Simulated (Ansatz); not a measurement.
# BFH6N2: a nudged elastic band in two tries

Wanted: a band of images between two relaxed ends, and a check that the input is sound.

Program: Ansatz 0.2.0. Level of theory: RKS B3LYP/6-31G*. These are calculated values, not measurements.

**1. The system as given**

Bond lengths: B1–N2 1.420 Å, N2–H3 1.008 Å, N2–H4 1.009 Å, B1–F5 1.354 Å, B1–N6 1.416 Å, N6–H7 1.008 Å, N6–H8 1.008 Å. Angles: B1–N2–H3 124.1°, B1–N2–H4 120.9°, H3–N2–H4 114.0°, N2–B1–F5 117.8°, N2–B1–N6 124.2°, F5–B1–N6 118.0°, B1–N6–H7 124.5°, B1–N6–H8 121.1°, H7–N6–H8 114.0°.

Coordinates:

```xyz
10

B    -0.0423   -0.4115   -0.0208
N    -0.0598   -0.1729    1.3787
H    -0.8854   -0.2396    1.9540
H     0.7991   -0.0928    1.9019
F     1.1584   -0.4069   -0.6466
N    -1.1996   -0.6482   -0.8025
H    -2.1433   -0.6179   -0.4488
H    -1.1393   -0.7547   -1.8034
H    -0.6157    3.2522    1.8718
H    -0.4644    2.5461    1.6912
```

**2. First attempt**

Input file input.yaml:

```yaml
crystal:
  periodic: [false, false, false]
  atoms:
    - { symbol: B, position_ang: [-0.04232, -0.411526, -0.020817] }
    - { symbol: "N", position_ang: [-0.059823, -0.172897, 1.378704] }
    - { symbol: H, position_ang: [-0.885428, -0.239617, 1.953957] }
    - { symbol: H, position_ang: [0.799141, -0.092763, 1.901855] }
    - { symbol: F, position_ang: [1.158373, -0.406909, -0.646627] }
    - { symbol: "N", position_ang: [-1.199574, -0.648219, -0.802483] }
    - { symbol: H, position_ang: [-2.143251, -0.617867, -0.448777] }
    - { symbol: H, position_ang: [-1.139264, -0.754682, -1.803433] }
    - { symbol: H, position_ang: [-0.615653, 3.252173, 1.87179] }
    - { symbol: H, position_ang: [-0.464403, 2.546108, 1.691232] }
basis:
  gaussian: { orbitals: "6-31G*" }
hamiltonian:
  xc: b3lyp
neb:
  order_check: false
  images: 5
  f_tol: 0.05
  max_iterations: 8
  final_atoms:
    - { symbol: H, position_ang: [-0.00162099, 1.36503515, 3.08039252] }
    - { symbol: H, position_ang: [-0.35237273, 1.70401491, -0.81354983] }
    - { symbol: H, position_ang: [-2.06790694, 0.0244367, -1.73848301] }
    - { symbol: H, position_ang: [-1.17404461, -1.33437369, -1.25003496] }
    - { symbol: "N", position_ang: [-1.22184884, -0.32602495, -1.31483355] }
    - { symbol: F, position_ang: [0.82927804, -0.02567202, -0.16598697] }
    - { symbol: H, position_ang: [0.34687758, 0.22020409, 1.97632035] }
    - { symbol: H, position_ang: [-0.3368403, -0.19533395, 3.39893852] }
    - { symbol: "N", position_ang: [-0.35347888, 0.5059924, 2.65894383] }
    - { symbol: B, position_ang: [-0.26024434, 0.51552235, -0.75630588] }
  initial_path: idpp
```

Started as:

```sh
$ ansatz run input.yaml --threads 1 --pin off --max-ram 2048MiB --backend cpu --events-out ev --progress --plain --runs-dir out
```

**Question.** What will these runs give? Wanted: first try.

**Answer**, as computed:

| quantity | value |
| --- | --- |
| first try | refused |
| cause | the second end lists its atoms in reverse order, and the band pairs atoms by their place in the list |

The fault in the first input was caught at the input check and cost nothing.
